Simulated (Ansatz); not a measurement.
# CH7InN2O: small, medium and large basis sets

One table from this session's results is given with a row withheld; the runs are named, their logs left out.

Computed with Ansatz 0.2.0, Gaussian basis. Level: one geometry, several basis sets.

Plan: PBE0-D4/def2-SVP; ωB97M-V/def2-SVP; PBE0-D4/def2-QZVPP; ωB97M-V/def2-QZVPP; the functionals' def2-TZVPP values are taken from earlier runs.

1 further run of the same task is left out (for a known fault of the program).

**The geometry**

The geometry comes from an earlier relaxation with PBE0-D4 in a triple-zeta def2 set; it is a stationary point, not always the lowest conformer. In takes the def2 core potential; no spin-orbit term is included.

SMILES `C[O][In]([NH2])[NH2]`, 12 atoms, charge 0, spin multiplicity 1.

Atoms are counted from 1 here; the program's logs count them from 0.

Bond lengths: C1–O2 1.399 Å, C1–H6 1.100 Å, C1–H7 1.101 Å, C1–H8 1.096 Å, O2–In3 1.990 Å, In3–N4 2.019 Å, In3–N5 2.012 Å, N4–H9 1.010 Å, N4–H10 1.011 Å, N5–H11 1.010 Å, N5–H12 1.011 Å. Angles: O2–C1–H6 113.1°, O2–C1–H7 112.9°, O2–C1–H8 108.9°, H6–C1–H7 107.4°, H6–C1–H8 107.2°, H7–C1–H8 107.0°, C1–O2–In3 121.7°, O2–In3–N4 115.9°, O2–In3–N5 113.9°, N4–In3–N5 129.0°, In3–N4–H9 116.9°, In3–N4–H10 115.0°, H9–N4–H10 108.6°, In3–N5–H11 116.5°, In3–N5–H12 114.1°, H11–N5–H12 108.7°.

Geometry (Å):

```xyz
12
CH7InN2O
C    -1.8236    0.7182    1.0018
O    -1.3699   -0.3379    0.2043
In    0.5225   -0.4533   -0.4012
N     1.7684    0.9632    0.3194
N     0.9720   -2.1707   -1.3490
H    -1.2710    0.8120    1.9484
H    -1.7720    1.6928    0.4925
H    -2.8758    0.5445    1.2565
H     2.6138    1.1378   -0.2050
H     1.3315    1.8494    0.5319
H     1.7262   -2.1318   -2.0197
H     0.1780   -2.6241   -1.7801
```

The first run:

in.yaml reads:

```yaml
crystal:
  periodic: [false, false, false]
  atoms:
    - {symbol: C, position_ang: [-1.823631, 0.718162, 1.001834]}
    - {symbol: O, position_ang: [-1.369905, -0.337870, 0.204322]}
    - {symbol: In, position_ang: [0.522455, -0.453312, -0.401181]}
    - {symbol: N, position_ang: [1.768395, 0.963249, 0.319414]}
    - {symbol: N, position_ang: [0.971972, -2.170677, -1.348994]}
    - {symbol: H, position_ang: [-1.271049, 0.811986, 1.948439]}
    - {symbol: H, position_ang: [-1.771951, 1.692829, 0.492490]}
    - {symbol: H, position_ang: [-2.875789, 0.544478, 1.256544]}
    - {symbol: H, position_ang: [2.613807, 1.137791, -0.204973]}
    - {symbol: H, position_ang: [1.331497, 1.849353, 0.531899]}
    - {symbol: H, position_ang: [1.726161, -2.131835, -2.019740]}
    - {symbol: H, position_ang: [0.178047, -2.624145, -1.780053]}
basis:
  gaussian: {orbitals: def2-SVP}
hamiltonian: {xc: pbe0, dispersion: d4}
output: {orbitals: {seedname: orbitals}}
```

The run is started by

```sh
ansatz run in.yaml --threads 4 --pin off --events-out ev --progress --plain --max-ram 10444MiB
```

Steps of the session up to this table: PBE0-D4 in def2-SVP; ωB97M-V in def2-SVP; PBE0-D4 in def2-QZVPP; ωB97M-V in def2-QZVPP.

One of the session's tables, all rows but one given; the rest of the session is left out.

It belongs to the step «Density functionals: the series». 

```
functional       basis  HOMO (eV)
   PBE0-D4    def2-SVP      -6.82
   PBE0-D4  def2-TZVPP      -7.10
   PBE0-D4  def2-QZVPP      -7.16
   ωB97M-V    def2-SVP      -9.16
   ωB97M-V  def2-TZVPP      -9.47
   ωB97M-V  def2-QZVPP          ?
```

Q: Estimate the row for ωB97M-V, def2-QZVPP from the others.

The run gave: HOMO (eV): -9.53. In the column «HOMO (eV)» it is the lowest.
